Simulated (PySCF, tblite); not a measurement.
**C₄H₁₀Si₂+ (doublet): geometry, infrared bands and EPR parameters**

Aim: predict the infrared bands and EPR parameters of C₄H₁₀Si₂+ (doublet) (`[CH2+][CH]/C([SiH3])=C/[SiH3]`).

The runs use tblite 0.8.0 and PySCF 2.14.0, with density-fitted response routines of our own; the level of theory stands in each step. All values are computed, except where a source is named. Atoms are numbered from 0 throughout.

## Step 1: Starting geometry

16 atoms, charge 1, multiplicity 2; geometry from: force field or distance geometry start.

Bonds of the start (Å): C0–C1 1.45, C1–C2 1.44, C2–Si3 1.88, C2–C4 1.35, C4–Si5 1.84, C0–H6 1.07, C0–H7 1.08, C1–H8 1.09, Si3–H9 1.50, Si3–H10 1.48, Si3–H11 1.48, C4–H12 1.08, Si5–H13 1.48, Si5–H14 1.47, Si5–H15 1.48.

## Step 2: Relaxing the molecule with GFN2-xTB

The job: settings as JSON, then the geometry in Å.

```
{"job": {"kind": "relax", "xc": "GFN2-xTB", "basis": "xTB"}, "charge": 1, "multiplicity": 2}
C      2.423800    -1.363300     0.024600
C      1.765500    -0.071400     0.088700
C      0.345800     0.189000     0.092400
Si    -0.189700     1.529900     1.302300
C     -0.467900    -0.469000    -0.765400
Si    -2.284700    -0.360500    -1.054800
H      3.497500    -1.414700     0.024500
H      1.834300    -2.265300    -0.002600
H      2.450200     0.773200     0.184600
H     -0.905100     0.897800     2.459300
H      0.994300     2.263500     1.810100
H     -1.106000     2.480900     0.643500
H     -0.035900    -1.195900    -1.439100
H     -2.996600    -0.459500     0.238300
H     -2.715200    -1.460800    -1.934600
H     -2.617700     0.935000    -1.683400
```

Run with:

```console
$ OMP_NUM_THREADS=1 python probes_run.py task.json out
```

One launch serves the whole session: the jobs run in the order shown.

Standard output:

```text
step      E/eV     max force
  0    -450.60345    4.144
  1    -451.02039    1.484
  2    -451.12455    1.399
  3    -451.17635    0.482
  4    -451.19321    0.311
  5    -451.21911    0.363
  6    -451.23538    0.334
  7    -451.24854    0.269
  8    -451.26192    0.259
  9    -451.27775    0.355
 10    -451.29127    0.336
 11    -451.30030    0.283
 12    -451.30537    0.174
 13    -451.30980    0.170
 14    -451.31472    0.196
 15    -451.31888    0.186
 16    -451.32289    0.176
 17    -451.32744    0.188
 18    -451.33277    0.195
 19    -451.33818    0.200
 20    -451.34264    0.187
 21    -451.34607    0.157
 22    -451.34931    0.158
 23    -451.35273    0.145
 24    -451.35626    0.163
 25    -451.35983    0.171
 26    -451.36315    0.157
 27    -451.36599    0.132
 28    -451.36819    0.112
 29    -451.37006    0.122
 30    -451.37218    0.119
 31    -451.37456    0.128
 32    -451.37663    0.113
 33    -451.37810    0.089
 34    -451.37917    0.086
 35    -451.38016    0.080
 36    -451.38117    0.094
 37    -451.38202    0.093
 38    -451.38263    0.066
 39    -451.38303    0.051
 40    -451.38334    0.048
 41    -451.38362    0.051
 42    -451.38392    0.054
 43    -451.38425    0.053
 44    -451.38459    0.056
 45    -451.38488    0.043
 46    -451.38515    0.040
 47    -451.38540    0.042
 48    -451.38562    0.034
 49    -451.38577    0.025
 50    -451.38590    0.035
 51    -451.38609    0.043
 52    -451.38642    0.054
 53    -451.38690    0.067
 54    -451.38739    0.061
 55    -451.38776    0.048
 56    -451.38806    0.045
 57    -451.38843    0.052
 58    -451.38888    0.051
 59    -451.38921    0.040
 60    -451.38936    0.022
 61    -451.38942    0.031
 62    -451.38950    0.035
 63    -451.38961    0.031
 64    -451.38972    0.022
 65    -451.38979    0.015
 66    -451.38982    0.013
 67    -451.38985    0.012
 68    -451.38988    0.014
 69    -451.38991    0.013
 70    -451.38993    0.012
 71    -451.38996    0.015
 72    -451.39000    0.016
 73    -451.39004    0.018
 74    -451.39009    0.021
 75    -451.39012    0.018
 76    -451.39016    0.014
 77    -451.39021    0.016
 78    -451.39026    0.015
 79    -451.39030    0.016
 80    -451.39034    0.018
 81    -451.39040    0.022
 82    -451.39052    0.028
 83    -451.39069    0.028
 84    -451.39084    0.021
 85    -451.39092    0.016
 86    -451.39095    0.016
 87    -451.39098    0.015
 88    -451.39104    0.016
 89    -451.39112    0.027
 90    -451.39120    0.033
 91    -451.39128    0.028
 92    -451.39133    0.016
 93    -451.39137    0.015
 94    -451.39140    0.015
 95    -451.39144    0.015
 96    -451.39147    0.016
 97    -451.39150    0.012
 98    -451.39152    0.011
 99    -451.39153    0.011
100    -451.39155    0.010
```

Wall time 0.68 s (1 thread of Arm Neoverse V1, shared host).

Along the way: (not every step is listed)

```
step  energy from step 0 (eV)  largest force (eV/Å)
   0                   0.0000                4.1437
   1                  -0.4169                1.4844
   2                  -0.5211                1.3988
   3                  -0.5729                0.4818
   4                  -0.5898                0.3105
   5                  -0.6157                0.3626
   6                  -0.6319                0.3336
   7                  -0.6451                0.2693
   8                  -0.6585                0.2595
  16                  -0.7194                0.1758
  24                  -0.7528                0.1628
  32                  -0.7732                0.1127
  40                  -0.7799                0.0477
  48                  -0.7822                0.0338
  56                  -0.7846                0.0452
  64                  -0.7863                0.0224
  72                  -0.7865                0.0164
  80                  -0.7869                0.0177
  88                  -0.7876                0.0160
  95                  -0.7880                0.0150
  96                  -0.7880                0.0163
  97                  -0.7880                0.0119
  98                  -0.7881                0.0107
  99                  -0.7881                0.0112
 100                  -0.7881                0.0096
```

Close pairs (by a distance rule), those that changed most:

```csv
bond,before (Å),after (Å),change (Å)
C2–Si3,1.884,2.007,+0.123
C0–C1,1.451,1.336,-0.115
C4–Si5,1.843,1.939,+0.096
C2–C4,1.353,1.312,-0.041
Si3–H9,1.500,1.463,-0.037
Si3–H10,1.483,1.459,-0.023
Si3–H11,1.476,1.459,-0.017
Si5–H13,1.479,1.463,-0.016
```

The end geometry stands in the next job.

## Step 3: Vibrational analysis with GFN2-xTB

The job: settings as JSON, then the geometry in Å.

```
{"job": {"kind": "ir", "xc": "GFN2-xTB", "basis": "xTB"}, "charge": 1, "multiplicity": 2}
C      2.327146    -1.333709     0.217310
C      1.823510    -0.098956     0.129917
C      0.428840     0.172293    -0.105922
Si    -0.211383     1.485634     1.270201
C     -0.417021    -0.307337    -0.986698
Si    -2.355404    -0.334350    -0.971174
H      3.387840    -1.491037     0.323927
H      1.706806    -2.214017     0.176495
H      2.464256     0.763003     0.259565
H     -0.665817     0.564074     2.310948
H      0.969898     2.267504     1.620200
H     -1.257336     2.238074     0.585303
H     -0.053620    -0.730998    -1.915777
H     -2.741058    -0.332129     0.440197
H     -2.729694    -1.545484    -1.689440
H     -2.684563     0.906379    -1.676462
```

Standard output:

```text
mode    cm-1     km/mol
  1      39.0      1.24
  2      76.9      0.07
  3     100.9      0.16
  4     120.4      0.11
  5     151.4      0.10
  6     232.9      0.54
  7     257.2      1.82
  8     325.1      9.63
  9     402.6     35.59
 10     464.3     14.49
 11     475.9     38.36
 12     504.4      2.85
 13     511.6     94.94
 14     555.7     97.52
 15     575.5     16.43
 16     686.1    118.99
 17     697.9    150.39
 18     720.2     50.49
 19     725.8    100.43
 20     737.6    133.46
 21     746.9    163.62
 22     756.3    261.69
 23     768.7    393.19
 24     889.5     20.66
 25     938.6      4.57
 26     961.3     42.40
 27    1050.8    142.71
 28    1075.8     74.00
 29    1257.4      5.53
 30    1358.7     18.29
 31    1550.7     77.85
 32    1626.3     53.19
 33    2257.9     83.85
 34    2275.7     68.62
 35    2282.0    196.27
 36    2314.2    146.16
 37    2320.7    201.91
 38    2341.0    153.00
 39    2988.7      9.64
 40    3053.2      1.81
 41    3099.6     19.67
 42    3133.3      2.10
```

Wall time 0.55 s (1 thread of Arm Neoverse V1, shared host).

The strongest bands and the atoms that carry them (share of the mass-weighted mode):

| cm⁻¹ | km/mol | atoms |
| --- | --- | --- |
| 698 | 150.4 | H9 42 %, H11 22 %, H15 14 % |
| 747 | 163.6 | H14 25 %, H13 23 %, H15 18 % |
| 756 | 261.7 | H13 30 %, H14 27 %, H10 14 %, H11 10 % |
| 769 | 393.2 | H10 21 %, H11 18 %, H13 14 %, H9 13 % |
| 2282 | 196.3 | H9 47 %, H13 40 % |
| 2314 | 146.2 | H11 74 %, H10 14 % |
| 2321 | 201.9 | H10 77 %, H11 14 % |
| 2341 | 153.0 | H14 92 % |

## Step 4: EPR parameters: B3LYP/pcH-1

Settings changed since step 3:

```diff
@@ -1,2 +1,2 @@
-{"job": {"kind": "ir", "xc": "GFN2-xTB", "basis": "xTB"}, "charge": 1, "multiplicity": 2}
+{"job": {"kind": "epr", "basis": "pcH-1"}, "charge": 1, "multiplicity": 2}
 C      2.327146    -1.333709     0.217310
```

Method: UKS B3LYP, pcH-1 on C H Si, non-relativistic, mean-field spin-orbit, GIAO.

Standard output:

```text
UKS, coarse grid
  cycle   1  E = -737.06610682  |g| = 2.33e-01
  cycle   2  E = -737.06355449  |g| = 2.27e-01
  cycle   3  E = -737.08460672  |g| = 8.50e-02
  cycle   4  E = -737.08817549  |g| = 2.79e-02
  cycle   5  E = -737.08860414  |g| = 8.73e-03
  cycle   6  E = -737.08867103  |g| = 2.60e-03
  cycle   7  E = -737.08868897  |g| = 1.84e-03
  cycle   8  E = -737.08869436  |g| = 9.82e-04
UKS, final grid
  cycle   1  E = -737.08862141  |g| = 1.65e-03
  cycle   2  E = -737.08861713  |g| = 3.23e-03
  cycle   3  E = -737.08862312  |g| = 2.22e-04
  cycle   4  E = -737.08862317  |g| = 1.16e-04
  cycle   5  E = -737.08862321  |g| = 4.66e-05
  cycle   6  E = -737.08862321  |g| = 1.09e-05
E = -737.08862321 Eh   <S^2> = 0.7639 (exact 0.7500)
g shifts (ppm)      1          2          3
  rmc          -143       -143       -143
  gc              6         27         18
  oz_so         772       1100       1401
  total         635        984       1276
hyperfine (MHz)  atom isotope    a_iso     a_fc   dipolar eigenvalues
    0   13C      20.30      20.33    -27.17    -26.46     53.63
    1   13C      11.30      11.30    -16.22     -3.31     19.54
    2   13C       5.34       5.34    -33.38    -20.09     53.47
    3  29Si     -17.86     -17.87    -30.97     14.46     16.51
    4   13C      46.09      46.09    -29.43    -24.49     53.92
    5  29Si       7.17       7.20     -8.99      3.27      5.72
    6    1H     -19.74     -19.74    -13.17     -2.27     15.44
    7    1H     -20.26     -20.26    -10.15     -2.24     12.40
    8    1H      15.51      15.51     -5.50     -0.86      6.36
    9    1H      60.29      60.29     -3.10      0.71      2.39
   10    1H      -3.50      -3.50     -2.47     -1.16      3.63
   11    1H      -6.57      -6.57     -3.09     -0.96      4.06
   12    1H      76.28      76.27    -11.85     -5.33     17.18
   13    1H      -3.67      -3.67     -2.17     -1.15      3.33
   14    1H      -0.14      -0.14     -1.92     -1.25      3.17
   15    1H      74.02      74.02     -2.30      0.21      2.09
```

Run time: 80 s. Hardware: 1 thread of Arm Neoverse V1, shared host; peak memory 0.97 GiB.

Principal g values 2.00295, 2.00330, 2.00359; g(iso) = 2.00328, against 2.00232 for a free electron.

Mean a(iso) over the nuclei that a row names, and the largest dipolar term of the row (other rows stand at the frozen geometry):

```
       nuclei  isotope  a(iso) (MHz)  a(iso) (G, at g = 2.0023)  largest dipolar term (MHz)
          H12       1H          76.3                       27.2                        17.2
           C4      13C          46.1                       16.4                        53.9
H13, H14, H15       1H          23.4                        8.4                         3.3
           C0      13C          20.3                        7.2                        53.6
       H6, H7       1H         -20.0                       -7.1                        15.4
          Si3     29Si         -17.9                       -6.4                       -31.0
 H9, H10, H11       1H          16.7                        6.0                         4.1
           H8       1H          15.5                        5.5                         6.4
           C1      13C          11.3                        4.0                        19.5
          Si5     29Si           7.2                        2.6                        -9.0
           C2      13C           5.3                        1.9                        53.5
```

Mulliken spin populations:

C0 0.35; C1 0.00; C2 0.19; Si3 0.09; C4 0.31; Si5 0.00; H6 -0.01; H7 -0.01; H8 0.01; H9 0.03; H10 0.00; H11 0.00; H12 0.03; H13 0.00; H14 0.00; H15 0.04

In first order the couplings over 0.8 MHz of 1H give 184 distinct lines over 90.1 G, if the averaged nuclei exchange fast.

The fields below are evaluated on a grid from the run's orbitals.

ELF in a plane through or near 5 of the atoms.

Ten even steps from '0' (0.00) to '9' (1.00):
```
0000000000000000000000000000
0000000000000000000000000000
0000000000232000000000000000
0000000006998410111000000000
0000000028999712565100000000
0000000006999104898300000000
0000000000362671896000000000
0000000000012101420000000000
0000000144226862001331000000
0000000266576541124553100000
0000365488566674541113200000
0004999645512777853631100000
0004999716600245642368500000
0000797468820021029999920000
0000000036510000019999930000
0000000000000000007999700000
0000000000000000002564100000
0000000000000000000000000000
0000000000000000000000000000
0000000000000000000000000000
```
The map spans 12.3 Å across and 10.7 Å up, centred on the molecule. Atoms in the plane (x, y in Å): C0 (-2.5, -1.0), Si3 (0.1, 2.0), Si5 (2.5, -0.7), H6 (-3.5, -1.2), H14 (2.8, -2.1).

log10 of the density (e/Å³) in the same plane.

Ten even steps from ' ' (-4.0) to '@' (1.8):
```
                                                        
                    ..........                          
                ..::::----::::::::....                  
              ..::--==========------::....              
              ..::--==++++++++======--::..              
              ..::==++**********++++==--::..            
            ..::----==++**%%@@****++==--::::..          
          ..::----====++++****++++====------::..        
        ..::--==++++++++******++============--::..      
      ..::--==++**************++++++++**++++==--..      
      ::--==++****##******************##**++==--::..    
    ..--==**####%%##**++++**********%%@@##++==--::..    
    ..--==**########**++==++++++++++********++--::..    
      ::--==++++****++==--========++++**##**++--::..    
      ..::----========--::::------==++++**++==::..      
          ..::::::::::::......::::::--======--::..      
              ........        ....::::----::::..        
                                    ........            
                                                        
                                                        
```
The map spans 12.3 Å across and 10.7 Å up, centred on the molecule. Atoms in the plane (x, y in Å): C0 (-2.5, -1.0), Si3 (0.1, 2.0), Si5 (2.5, -0.7), H6 (-3.5, -1.2), H14 (2.8, -2.1).

On the surface of density 0.002 e/bohr³ the electrostatic potential runs, from the 1st to the 99th percentile, from 3.49 to 5.38 V.

The spin density lies nearest to C0, C2, C4 about 21 % each; C1 7 %.

## Step 5: Outcome

| quantity | value |
| --- | --- |
| strongest single infrared mode (GFN2-xTB) | 769 cm⁻¹, 393 km/mol |
| zero-point energy (GFN2-xTB) | 67.8 kcal/mol |
| g(iso) (B3LYP) | 2.00328 |
| ⟨S²⟩ | 0.764 (exact 0.75) |
| largest a(iso) (averaged by class) | 1H on H12, 76.3 MHz |

The optimisation took 100 steps and gained 0.788 eV; among the close pairs (by a distance rule), C2–Si3 changed most, from 1.884 to 2.007 Å. No mode is imaginary among the 42: a minimum at this level. The strongest single mode, at 769 cm⁻¹, is spread over several atoms, H10, H11, H13, H9 among them. Unscaled tight-binding wavenumbers are off by several per cent, some by more. Its intensities can rank the bands wrongly. The largest spin populations lie on C0 (0.35 e), C4 (0.31 e). The isotropic g lies 1.0 ppt above the free-electron value.
